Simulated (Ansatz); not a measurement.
# Cr2B: further runs on the relaxed cell

An exercise on one series of results from a longer session: the logs are not shown, and one member is left open.

Program: Ansatz 0.2.0. Level of theory: DFT PBEsol, scalar-relativistic, plane waves, PAW. These are calculated values, not measurements.

2 further runs of the same task are left out: 2 set aside as unsound or not needed.

## The starting structure

The structure is tetragonal, space group I4/mcm (No. 140). Conventional cell: a = 5.085 Å, b = 5.085 Å, c = 4.234 Å, α = 90.00°, β = 90.00°, γ = 90.00°. Cr (site symmetry m2m) is surrounded by 4 B at 2.17 Å and 3 Cr at 2.38 to 2.44 Å. Around B (site symmetry 422) lie 2 B at 2.12 Å and 8 Cr at 2.17 Å.

Structure file:

```cif
data_structure
_symmetry_space_group_name_H-M 'P 1'
_symmetry_Int_Tables_number 1
_cell_length_a 4.1729
_cell_length_b 4.1729
_cell_length_c 4.1729
_cell_angle_alpha 104.916
_cell_angle_beta 104.916
_cell_angle_gamma 119.025
_cell_volume 54.75
loop_
_atom_site_label
_atom_site_type_symbol
_atom_site_fract_x
_atom_site_fract_y
_atom_site_fract_z
_atom_site_occupancy
Cr1 Cr 0.66539 0.16539 0.83078 1
Cr2 Cr 0.16539 0.33461 0.50000 1
Cr3 Cr 0.33461 0.83461 0.16922 1
Cr4 Cr 0.83461 0.66539 0.50000 1
B1 B 0.25000 0.25000 0.00000 1
B2 B 0.75000 0.75000 0.00000 1
```

It is the result of an earlier relaxation at this level (volume 9.13 Å³/atom; gap on the mesh: none (metal)).

Set-up of the first run:

Contents of input.yaml:

```yaml
crystal:
  lattice:
    - [-2.5427024099, 2.5427024099, 2.1170972612]
    - [2.5427024099, -2.5427024099, 2.1170972612]
    - [2.5427024099, 2.5427024099, -2.1170972612]
  atoms:
    - { symbol: Cr, position: [0.6653880395, 0.1653880395, 0.830776079] }
    - { symbol: Cr, position: [0.1653880395, 0.3346119605, 0.5] }
    - { symbol: Cr, position: [0.3346119605, 0.8346119605, 0.169223921] }
    - { symbol: Cr, position: [0.8346119605, 0.6653880395, 0.5] }
    - { symbol: B, position: [0.25, 0.25, 0.0] }
    - { symbol: B, position: [0.75, 0.75, 0.0] }
basis:
  ecutwfc: 420
kpoints:
  mp_grid: { grid: [12, 12, 12] }
  band_path:
    path:
      - [[0.0, 0.0, 0.0], [0.0, 0.0, 0.5], [-0.5, 0.5, 0.5], [0.0, 0.0, 0.0], [0.42331277, 0.42331277, -0.42331277]]
      - [[-0.42331277, 0.57668723, 0.42331277], [-0.5, 0.5, 0.5]]
      - [[0.0, 0.0, 0.5], [0.25, 0.25, 0.25], [0.0, 0.5, 0.0], [0.0, 0.0, 0.0]]
    npoints: 14
hamiltonian:
  xc: pbesol
scf:
  occupations: { method: gaussian, width: 0.1 }
  n_extra_bands: 15
output:
  forces: true
  stress: true
  eigenvalues: true
  populations: true
  dos: { projected: true, de: 0.02, nscf_kmesh: { grid: [18, 18, 18] } }
  bader: true
  write_density: true
  write_potential: true
  elf: true
  volumetric_format: npy
```

Command:

```sh
$ ansatz run input.yaml --threads 2 --pin off --max-ram 5120MiB --backend cpu --events-out ev --progress --plain --runs-dir out
```

Steps of the session up to this table: Bands, states and charges; The cell scaled to 0.97 of its volume; Volume × 1.03; The cell scaled to 0.94 of its volume; Volume × 1.06.

One table of the session follows, with a row left open; its other results are not shown here.

It belongs to the step «Equation of state». 

```
volume (Å³/atom)  energy above the lowest point (meV/atom)  pressure (GPa)
           8.578                                      35.6           22.10
           8.851                                       8.4           10.19
           9.125                                       0.0            0.00
           9.399                                         ?               ?
           9.673                                      29.3          -16.20
```

Estimate the missing values for volume (Å³/atom) = 9.399.

Worked estimate for «energy above the lowest point (meV/atom)». A straight line through the neighbours (9.125, 0.0) and (9.673, 29.3) gives 0.0 + (29.3 − 0.0) × (9.399 − 9.125) / (9.673 − 9.125) = 14.6; a parabola fitted to 3 rows on both sides gives 7.0.

As computed: energy above the lowest point (meV/atom): 7.8; pressure (GPa): -8.73. In «energy above the lowest point (meV/atom)» the line misses by +6.8 and the parabola by -0.8.

To keep in mind: The final runs have no spin polarisation, so a magnetic state may lie lower.
